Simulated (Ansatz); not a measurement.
# AlN₃H₆: taking an electron away

One table from this session's results is given with a row withheld; the runs are named, their logs left out.

Computed with Ansatz 0.2.0, Gaussian basis. Level: unrestricted cation, the program's frozen cores in correlated methods.

The runs, in order: UKS PBE-D4/def2-TZVPP; UKS r2SCAN-D4/def2-TZVPP; UKS PBE0-D4/def2-TZVPP; UKS B3LYP-D4/def2-TZVPP; UKS wB97X-V/def2-TZVPP; UKS wB97M-V/def2-TZVPP; UKS B2PLYP/def2-TZVPP; UHF-CCSD(T)/def2-TZVPP; UHF-MP2/def2-QZVPP; extrapolation to the limit; then −ε(HOMO) from the neutral's earlier runs with LDA (SPW92), PBE-D4, revPBE-D4, BLYP-D4, r2SCAN-D4, B97M-V, PBE0-D4, B3LYP-D4, r2SCANh-D4, r2SCAN0-D4, HSE06-D4, BHLYP-D4, CAM-B3LYP-D4, LC-ωPBE, ωB97X-V, ωB97M-V.

## The geometry

The geometry comes from an earlier relaxation with PBE0-D4 in a triple-zeta def2 set; it is a stationary point, not always the lowest conformer.

SMILES `[NH2][Al]([NH2])[NH2]`, 10 atoms, charge 0, spin multiplicity 1.

Atoms are counted from 1 here; the program's logs count them from 0.

Bond lengths: N1–Al2 1.771 Å, N1–H5 1.006 Å, N1–H6 1.006 Å, Al2–N3 1.771 Å, Al2–N4 1.771 Å, N3–H7 1.006 Å, N3–H8 1.006 Å, N4–H9 1.006 Å, N4–H10 1.006 Å. Angles: Al2–N1–H5 125.0°, Al2–N1–H6 125.0°, H5–N1–H6 110.0°, N1–Al2–N3 120.0°, N1–Al2–N4 120.0°, N3–Al2–N4 120.0°, Al2–N3–H7 125.0°, Al2–N3–H8 125.0°, H7–N3–H8 110.0°, Al2–N4–H9 125.0°, Al2–N4–H10 125.0°, H9–N4–H10 110.0°.

Set-up of the first run:

in.yaml

```yaml
crystal:
  periodic: [false, false, false]
  atoms:
    - {symbol: N, position_ang: [-1.484907, 0.319837, -0.894429]}
    - {symbol: Al, position_ang: [0.007880, -0.005225, 0.001015]}
    - {symbol: N, position_ang: [0.539367, -1.674423, 0.260194]}
    - {symbol: N, position_ang: [0.970279, 1.339112, 0.635406]}
    - {symbol: H, position_ang: [-1.762501, 1.220750, -1.245139]}
    - {symbol: H, position_ang: [-2.179581, -0.369436, -1.126873]}
    - {symbol: H, position_ang: [1.259837, -1.956987, 0.902668]}
    - {symbol: H, position_ang: [0.165298, -2.478954, -0.213598]}
    - {symbol: H, position_ang: [0.657908, 2.293250, 0.696751]}
    - {symbol: H, position_ang: [1.909420, 1.260677, 0.986905]}
basis:
  gaussian: {orbitals: def2-TZVPP}
total_charge: 1
magnetization: {spin_polarized: true, initial_magnetization: 1}
hamiltonian: {xc: pbe, dispersion: d4}
```

Launch:

```bash
$ ansatz run in.yaml --threads 4 --pin off --events-out ev --progress --plain --max-ram 10444MiB
```

Steps of the session up to this table: Cation, UKS PBE-D4/def2-TZVPP; Cation, UKS r2SCAN-D4/def2-TZVPP; Cation, UKS PBE0-D4/def2-TZVPP; Cation, UKS B3LYP-D4/def2-TZVPP; Cation, UKS wB97X-V/def2-TZVPP; Cation, UKS wB97M-V/def2-TZVPP; Cation, UKS B2PLYP (frozen core)/def2-TZVPP; Cation, UHF-CCSD(T)/def2-TZVPP; Cation, UHF-MP2/def2-QZVPP.

One table of the session follows, with a row left open; its other results are not shown here.

Orbital estimates, from the neutral's runs:

```
  functional  −ε(HOMO) (eV)
 LDA (SPW92)           5.47
      PBE-D4           5.30
   revPBE-D4           5.24
     BLYP-D4           5.17
   r2SCAN-D4           5.60
      B97M-V           5.64
     PBE0-D4           6.74
    B3LYP-D4           6.48
  r2SCANh-D4           6.14
  r2SCAN0-D4           6.95
    HSE06-D4           6.33
    BHLYP-D4           8.08
CAM-B3LYP-D4           8.19
     LC-ωPBE              ?
     ωB97X-V           9.24
     ωB97M-V           9.14
```

Estimate the missing values for LC-ωPBE.

As computed: −ε(HOMO) (eV): 9.65. In the column «−ε(HOMO) (eV)» it is the highest.
